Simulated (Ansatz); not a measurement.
# C₅H₄Cl₃F₃O₂Ti: how energies converge with the basis set

The task here is to estimate one member of a computed series from the others.

Computed with Ansatz 0.2.0, Gaussian basis. Level: one geometry, several basis sets.

Levels to be run: PBE0-D4/def2-SVP; ωB97M-V/def2-SVP; PBE0-D4/def2-QZVPP; ωB97M-V/def2-QZVPP; the functionals' def2-TZVPP values are taken from earlier runs.

**Structure used throughout**

The geometry comes from an earlier relaxation with PBE0-D4 in a triple-zeta def2 set; it is a stationary point, not always the lowest conformer.

SMILES `CC1=CC(C(F)(F)F)=[O+][Ti-]([Cl])([Cl])([Cl])[O]1`, 18 atoms, charge 0, spin multiplicity 1.

Atoms are counted from 1 here; the program's logs count them from 0.

Bond lengths: C1–C2 1.487 Å, C1–H15 1.093 Å, C1–H16 1.093 Å, C1–H17 1.088 Å, C2–C3 1.386 Å, C2–O14 1.281 Å, C3–C4 1.390 Å, C3–H18 1.078 Å, C4–C5 1.536 Å, C4–O9 1.249 Å, C5–F6 1.329 Å, C5–F7 1.328 Å, C5–F8 1.334 Å, O9–Ti10 2.056 Å, Ti10–Cl11 2.187 Å, Ti10–Cl12 2.212 Å, Ti10–Cl13 2.187 Å, Ti10–O14 1.925 Å. Angles: C2–C1–H15 109.0°, C2–C1–H16 109.0°, C2–C1–H17 112.1°, H15–C1–H16 106.9°, H15–C1–H17 109.9°, H16–C1–H17 109.8°, C1–C2–C3 121.9°, C1–C2–O14 115.4°, C3–C2–O14 122.7°, C2–C3–C4 119.4°, C2–C3–H18 120.3°, C4–C3–H18 120.3°, C3–C4–C5 120.1°, C3–C4–O9 125.9°, C5–C4–O9 114.1°, C4–C5–F6 109.9°, C4–C5–F7 110.1°, C4–C5–F8 111.8° and more.

Set-up of the first run:

File in.yaml:

```yaml
crystal:
  periodic: [false, false, false]
  atoms:
    - {symbol: C, position_ang: [-1.076701, -1.451302, 2.078502]}
    - {symbol: C, position_ang: [-0.392117, -0.722648, 0.978228]}
    - {symbol: C, position_ang: [-1.059405, 0.191803, 0.177720]}
    - {symbol: C, position_ang: [-0.365107, 0.848294, -0.831525]}
    - {symbol: C, position_ang: [-1.085703, 1.873128, -1.719671]}
    - {symbol: F, position_ang: [-0.531303, 3.071658, -1.567957]}
    - {symbol: F, position_ang: [-0.987755, 1.519238, -2.995921]}
    - {symbol: F, position_ang: [-2.379918, 1.971925, -1.412814]}
    - {symbol: O, position_ang: [0.843380, 0.694112, -1.108393]}
    - {symbol: Ti, position_ang: [2.317268, -0.499305, -0.315559]}
    - {symbol: Cl, position_ang: [2.537402, -1.363261, -2.313041]}
    - {symbol: Cl, position_ang: [3.617730, -1.909188, 0.786968]}
    - {symbol: Cl, position_ang: [3.456841, 1.332272, 0.045454]}
    - {symbol: O, position_ang: [0.849792, -0.998429, 0.826360]}
    - {symbol: H, position_ang: [-0.980273, -2.526414, 1.908021]}
    - {symbol: H, position_ang: [-0.567475, -1.232718, 3.020519]}
    - {symbol: H, position_ang: [-2.127998, -1.182069, 2.156408]}
    - {symbol: H, position_ang: [-2.106057, 0.394205, 0.338401]}
basis:
  gaussian: {orbitals: def2-SVP}
hamiltonian: {xc: pbe0, dispersion: d4}
output: {orbitals: {seedname: orbitals}}
```

On the command line:

```sh
ansatz run in.yaml --threads 10 --pin off --events-out ev --progress --plain --max-ram 110592MiB --backend cpu
```

Among the steps run: PBE0-D4 in def2-SVP; ωB97M-V in def2-SVP; PBE0-D4 in def2-QZVPP; ωB97M-V in def2-QZVPP.

One table of the session follows, with a row left open; its other results are not shown here.

It belongs to the step «Density functionals: the series». 

```
functional       basis  HOMO (eV)  LUMO (eV)
   PBE0-D4    def2-SVP      -8.26      -3.53
   PBE0-D4  def2-TZVPP      -8.33      -3.52
   PBE0-D4  def2-QZVPP      -8.36      -3.54
   ωB97M-V    def2-SVP          ?          ?
   ωB97M-V  def2-TZVPP     -10.44      -1.48
   ωB97M-V  def2-QZVPP     -10.47      -1.52
```

Q: Estimate the row for ωB97M-V, def2-SVP from the others.

The run gave: HOMO (eV): -10.32; LUMO (eV): -1.44. In the column «HOMO (eV)» it lies between ωB97M-V, def2-TZVPP (-10.44) and PBE0-D4, def2-QZVPP (-8.36).
